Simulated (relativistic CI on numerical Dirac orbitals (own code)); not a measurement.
# Co⁴⁺: K-beta emission multiplets

Aim: the K-beta emission spectrum of Co⁴⁺ in 3 surroundings, from the same atomic integrals.

Method: Dirac-Coulomb-Breit CI, KLI orbitals optimised for each configuration, model QED (radiative potential, 1s self-energy scaled to tabulated hydrogen-like ionisation energies), valence Slater integrals scaled by 0.7, multiplet model of X-ray emission after core ionisation in a parametric crystal field. Code: relativistic CI on numerical Dirac orbitals (own code) version 3.

### Step 1. Starting point

* ion: Co⁴⁺ (Co V)
* nuclear charge: 27
* electrons: 23
* configurations: [Ar] 3d5 → 1s 2s2 2p6 3s2 3p6 3d5 → [Ne] 3s2 3p5 3d5
* temperature: 300 K
* widths: Lorentz 1.12 eV, Gauss 1 eV
* surrounding 1: Oh, 10Dq = 31400 cm⁻¹
* surrounding 2: Oh, 10Dq = 40200 cm⁻¹
* surrounding 3: Oh, 10Dq = 49000 cm⁻¹

### Step 2. Surrounding 1: Oh, 10Dq = 31400

The run's settings:

```ini
atom Co  Z=27  charge=4  electrons=23
nucleus A=59  rms_radius_fm=3.7875
hamiltonian dirac-coulomb  breit=on  qed=on  c_scale=1
orbitals kli  potential=per-configuration
slater_scale 0.7
correlation none
mixing on
configurations
  [Ar] 3d5
  1s 2s2 2p6 3s2 3p6 3d5
  [Ne] 3s2 3p5 3d5
end
emission K-beta T=300 lorentz=1.12 gauss=1.0
crystal_field Oh 10Dq=31400
```

### Step 3. Surrounding 2: Oh, 10Dq = 40200

Changes to the settings of step 2:

```diff
@@ -13,2 +13,2 @@
 emission K-beta T=300 lorentz=1.12 gauss=1.0
-crystal_field Oh 10Dq=31400
+crystal_field Oh 10Dq=40200
```

### Step 4. Surrounding 3: Oh, 10Dq = 49000

Changes to the settings of step 3:

```diff
@@ -13,2 +13,2 @@
 emission K-beta T=300 lorentz=1.12 gauss=1.0
-crystal_field Oh 10Dq=40200
+crystal_field Oh 10Dq=49000
```

(Steps that only read results are left out.)

Q: Predict the outcome of this session. Wanted: highest peak, first run; ground spin.

**Answer**, as computed:

| surrounding | ground S | centroid (eV) | spread (eV) | up to four highest peaks (% of the highest), eV |
| --- | --- | --- | --- | --- |
| 1: Oh | 0.51 | 7652.18 | 5.32 | 7639.2 (8), 7641.4 (9), 7644.0 (11), 7655.8 (100) |
| 2: Oh | 0.50 | 7652.19 | 5.27 | 7643.0 (10), 7645.8 (7), 7650.8 (28), 7655.6 (100) |
| 3: Oh | 0.50 | 7652.20 | 5.25 | 7641.2 (9), 7643.4 (7), 7650.8 (29), 7655.4 (100) |

| quantity | value |
| --- | --- |
| highest peak, first run | 7655.8 eV |
| ground spin (effective S from ⟨S²⟩) | 0.51 |

In words: The position of the maximum differs by up to 0.4 eV between the surroundings, by shifts of peaks or by peaks exchanging rank. Photon energies are those of the free ion; lines in solids lie a few eV away.
